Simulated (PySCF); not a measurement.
# CH4GaSe (SMILES [CH3][Ga][SeH]): UTPSSh/def2-TZVPD

Aim: the vertical ionisation energy of CH4GaSe at UTPSSh/def2-TZVPD, from 2 runs. 

Program for the calculation: PySCF 2.14.0.

**1. The molecule**

CH4GaSe has 7 atoms, charge 0, and is taken as a doublet. As SMILES, `[CH3][Ga][SeH]`. Geometry: relaxed at PBE0-D4/def2-TZVP. This is one conformer, not always the lowest.

Bond lengths: C1–Ga2 1.995 Å, Ga2–Se3 2.367 Å, C1–H4 1.093 Å, C1–H5 1.093 Å, C1–H6 1.089 Å, Se3–H7 1.468 Å. Angles: C1–Ga2–Se3 115.7°, Ga2–C1–H4 108.5°, Ga2–C1–H5 108.5°, Ga2–C1–H6 111.8°, Ga2–Se3–H7 93.4°, H4–C1–H5 108.9°, H4–C1–H6 109.6°, H5–C1–H6 109.6°.

**2. A single-point energy at UTPSSh/def2-TZVPD**

The input, job.py:

```python
from pyscf import gto, dft

mol = gto.Mole()
mol.atom = '''
C     -1.947363     1.321674    -0.717907
Ga    -0.174422    -1.515182     1.021964
Se     4.284576    -1.530489     0.662349
H     -1.259502     3.102930     0.068408
H     -1.477577     1.251944    -2.727631
H     -3.988456     1.206968    -0.482636
H      4.562933    -3.837845     2.175453
'''
mol.max_memory = 1860
mol.unit = 'bohr'
mol.spin = 1
mol.basis = 'def2-tzvpd'
mol.charge = 0
mol.verbose = 3
mol.build()

mf = dft.UKS(mol, xc='tpssh')
mf.grids.level = 4
mf.conv_tol = 1e-10
mf.kernel()
if not mf.converged:
    mf = mf.newton().run(mf.mo_coeff, mf.mo_occ)

e_final = mf.e_tot
print('Final energy', e_final)
```

Launch:

```
$ OMP_NUM_THREADS=1 python job.py
```

What it wrote:

```text
WARN: HOMO -0.166165562892505 >= LUMO -0.166165562892509

converged SCF energy = -4366.86434285398  <S^2> = 0.7535173  2S+1 = 2.0035142
Final energy -4366.864342853978
```

It took 3.2 min on 1 thread of Arm Neoverse V2, shared host; peak memory 1.8 GiB.

**3. The singlet cation at the same level**

The input, run.py:

```python
from pyscf import gto, dft

mol = gto.Mole()
mol.atom = [
    ('C', (-1.030500, 0.699400, -0.379900)),
    ('Ga', (-0.092300, -0.801800, 0.540800)),
    ('Se', (2.267300, -0.809900, 0.350500)),
    ('H', (-0.666500, 1.642000, 0.036200)),
    ('H', (-0.781900, 0.662500, -1.443400)),
    ('H', (-2.110600, 0.638700, -0.255400)),
    ('H', (2.414600, -2.030900, 1.151200)),
]
mol.charge = 1
mol.max_memory = 1860
mol.basis = 'def2-tzvpd'
mol.spin = 0
mol.verbose = 3
mol.build()

mf = dft.RKS(mol)
mf.xc = 'tpssh'
mf.grids.level = 4
mf.conv_tol = 1e-10
mf.kernel()
if not mf.converged:
    mf = mf.newton().run(mf.mo_coeff, mf.mo_occ)

e_final = mf.e_tot
print('Final energy', e_final)
```

Launch:

```
$ OMP_NUM_THREADS=1 python run.py
```

What it wrote:

```text
converged SCF energy = -4366.5886870002
Final energy -4366.588687000195
```

Wall time 93 s (1 thread of Arm Neoverse V2, shared host); peak memory 1.8 GiB.

**4. What came out**

Level: UTPSSh/def2-TZVPD.

| quantity | value |
| --- | --- |
| doublet CH4GaSe: total energy | -4366.86434 Eh |
| doublet CH4GaSe: dipole moment | 1.52 D |
| doublet CH4GaSe: HOMO energy (highest over α and β) | -5.11 eV |
| doublet CH4GaSe: LUMO energy (lowest over α and β) | -3.14 eV |
| doublet CH4GaSe: ⟨S²⟩ | 0.754 |
| singlet cation: total energy | -4366.58869 Eh |
| singlet cation: HOMO energy | -11.87 eV |
| singlet cation: LUMO energy | -9.77 eV |
| singlet cation: HOMO–LUMO gap | 2.10 eV |
| vertical ionisation energy (to the singlet cation) | 7.501 eV |

What this shows: Removing an electron at fixed nuclei costs 7.50 eV (724 kJ/mol). Only the singlet of the ionised species was computed; a triplet could lie lower. Mulliken charges (doublet CH4GaSe) run from -0.89 on C1 to +0.32 on H6; in a basis this large or diffuse they mean little. Mulliken charges (singlet cation) run from -0.78 on C1 to +0.81 on Ga2; in a basis this large or diffuse they mean little.
